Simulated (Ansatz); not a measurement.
# F2H4O2SSi: the cost of one run

Program: Ansatz 0.2.0. Level of theory: RKS revPBE/def2-SVP. These are calculated values, not measurements.

### 1 Starting point

Bond lengths: Si1–O2 2.030 Å, O2–H3 1.010 Å, Si1–O4 1.680 Å, O4–H5 1.010 Å, Si1–F6 1.589 Å, Si1–F7 1.589 Å, Si1–S8 2.460 Å, S8–H9 1.400 Å, S8–H10 1.567 Å. Angles (14 of 15 angles, heavy atoms first): O2–Si1–O4 109.4°, O2–Si1–F6 109.5°, O2–Si1–F7 109.5°, O2–Si1–S8 71.6°, O4–Si1–F6 109.5°, O4–Si1–F7 109.5°, O4–Si1–S8 67.1°, F6–Si1–F7 109.5°, F6–Si1–S8 72.9°, F7–Si1–S8 176.5°, Si1–O2–H3 109.5°, Si1–O4–H5 109.5°, Si1–S8–H9 109.5°, Si1–S8–H10 63.3°.

As a file:

```xyz
10

Si    0.0000    0.0000    0.0000
O     0.0000    0.0000    2.0300
H    -0.9095   -0.2814    2.3671
O     1.5842    0.0000   -0.5594
H     1.9006   -0.9521   -0.6761
F    -0.7489    1.2974   -0.5295
F    -0.7489   -1.2974   -0.5295
S     1.2901    1.9456    0.7757
H     2.3670    1.5107    1.5575
H     0.6763    1.0199    1.8816
```

### 2 Pulling towards end A

Springs on the bonds that form and break draw the guess towards this end; the thresholds are loose.

File input.yaml:

```yaml
crystal:
  periodic: [false, false, false]
  atoms:
    - { symbol: Si, position_ang: [0.0, 0.0, 0.0] }
    - { symbol: O, position_ang: [0.0, 0.0, 2.03] }
    - { symbol: H, position_ang: [-0.9095, -0.2814, 2.3671] }
    - { symbol: O, position_ang: [1.5842, 0.0, -0.5594] }
    - { symbol: H, position_ang: [1.9006, -0.9521, -0.6761] }
    - { symbol: F, position_ang: [-0.7489, 1.2974, -0.5295] }
    - { symbol: F, position_ang: [-0.7489, -1.2974, -0.5295] }
    - { symbol: S, position_ang: [1.2901, 1.9456, 0.7757] }
    - { symbol: H, position_ang: [2.367, 1.5107, 1.5575] }
    - { symbol: H, position_ang: [0.6763, 1.0199, 1.8816] }
basis:
  gaussian: { orbitals: def2-SVP }
hamiltonian:
  xc: revpbe
relax:
  f_tol: 0.15
  max_steps: 25
  restrain:
    - { distance: [0, 7], at: 3.36, k: 30.0 }
    - { distance: [9, 1], at: 2.21, k: 30.0 }
    - { distance: [0, 1], at: 1.68, k: 30.0 }
    - { distance: [9, 7], at: 1.4, k: 30.0 }
```

Started as:

```bash
> ansatz run input.yaml --threads 4 --pin off --max-ram 5120MiB --backend cpu --events-out ev --progress --plain --runs-dir out
```

Q: Estimate wall time and peak memory on 4 threads of AMD EPYC 7R13 (Zen 3), shared host.

About 9 s, with a peak of 0.18 GiB.
